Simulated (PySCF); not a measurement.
**AlI: the SCF solver's settings**

Aim: find out which solver settings change the answer for AlI.

The runs use PySCF 2.14.0; each script names its method and basis.

5 further runs of the same task are left out: 3 for a known fault of the program, 2 that didn't finish.

### 1 Starting geometry

AlI: 2 atoms, charge 0, spin multiplicity 1.

Bond lengths: Al1–I2 2.505 Å.

### 2 The base run

input.py

```python
from pyscf import gto, dft
from pyscf.prop.polarizability import rhf as pol

mol = gto.M(
    atom='Al 0 0 0; I 0 0 2.505',
    basis='def2-svpd',
    ecp={'I': 'def2-svpd'},
    charge=0,
    spin=0,
    verbose=4,
)
mf = dft.RKS(mol, xc='o3lyp')
mf.kernel()
print('polarizability (a.u.)')
print(pol.Polarizability(mf).polarizability().round(4))
mf.dip_moment()
print('orbital energies (hartree):', mf.mo_energy[..., max(0, mol.nelec[1]-3):mol.nelec[0]+3].round(4))
```

Started as:

```
> OMP_NUM_THREADS=1 python input.py
```

Its log is not repeated here.

In short: E(SCF) = -540.378474 Eh, 12 cycles, μ = 1.36 D, α(xx, yy, zz) = 65.5, 65.5, 104.0 bohr³.

The bond length is a typed value, not an optimised one.

### 3 Smearing width 0.005 hartree

Variant 1 changes smearing width: none → 0.005 hartree; step after the SCF: polarizability → none.

input.py

```python
from pyscf import gto, dft, scf

mol = gto.M(
    atom='Al 0 0 0; I 0 0 2.505',
    basis='def2-svpd',
    ecp={'I': 'def2-svpd'},
    charge=0,
    spin=0,
    verbose=4,
)
mf = dft.RKS(mol, xc='o3lyp')
mf = scf.addons.smearing_(mf, sigma=0.005, method='fermi')
mf.kernel()
mf.dip_moment()
print('orbital energies (hartree):', mf.mo_energy[..., max(0, mol.nelec[1]-3):mol.nelec[0]+3].round(4))
```

Started as:

```
> OMP_NUM_THREADS=1 python input.py
```

### 4 DIIS space 12

Variant 2 changes DIIS space: default → 12.

Edit input.py of step 2 so:

```diff
@@ -12,2 +12,3 @@
 mf = dft.RKS(mol, xc='o3lyp')
+mf.diis_space = 12
 mf.kernel()
```

### 5 Point-group symmetry on

Variant 3 changes point-group symmetry: off → on.

Edit input.py of step 2 so:

```diff
@@ -9,2 +9,3 @@
     spin=0,
+    symmetry=True,
     verbose=4,
```

### 6 Initial guess mod_huckel

Variant 4 changes initial guess: minao → mod_huckel.

Edit input.py of step 2 so:

```diff
@@ -12,2 +12,3 @@
 mf = dft.RKS(mol, xc='o3lyp')
+mf.init_guess = 'mod_huckel'
 mf.kernel()
```

What does the calculation give? Wanted: for each run, E(SCF); from base; gap; SCF dipole.

The runs gave:

```
                         run  E(SCF) (hartree)  from base (eV)  cycles  gap (eV)  SCF dipole (D)
                        base       -540.378474               0      12      3.99            1.36
smearing width 0.005 hartree       -540.378474          0.0000      12       n/a            1.36
               DIIS space 12       -540.378474          0.0000      12      3.99            1.36
     point-group symmetry on       -540.378474          0.0000      12      3.99            1.36
    initial guess mod_huckel       -540.378474          0.0000       9      3.99            1.36
```

Distance from each run's final energy (log10 hartree) by cycle:

```csv
run,cycle 1,cycle 2,cycle 3,cycle 5,cycle 8,cycle 12
base,0.4,1.0,0.0,-1.4,-4.7,< -11
smearing width 0.005 hartree,0.4,1.0,0.0,-1.4,-4.7,< -11
DIIS space 12,0.4,1.0,0.0,-1.4,-4.7,< -11
point-group symmetry on,0.4,1.0,0.0,-1.4,-4.7,< -11
initial guess mod_huckel,-0.6,-0.4,-2.5,-4.6,-10.4,done
```

**Reading.** The SCF energy stays the same, to the digits that matter, with smearing width 0.005 hartree or DIIS space 12 or point-group symmetry on or initial guess mod_huckel. The base needs 12 cycles and the run with initial guess mod_huckel needs 9.
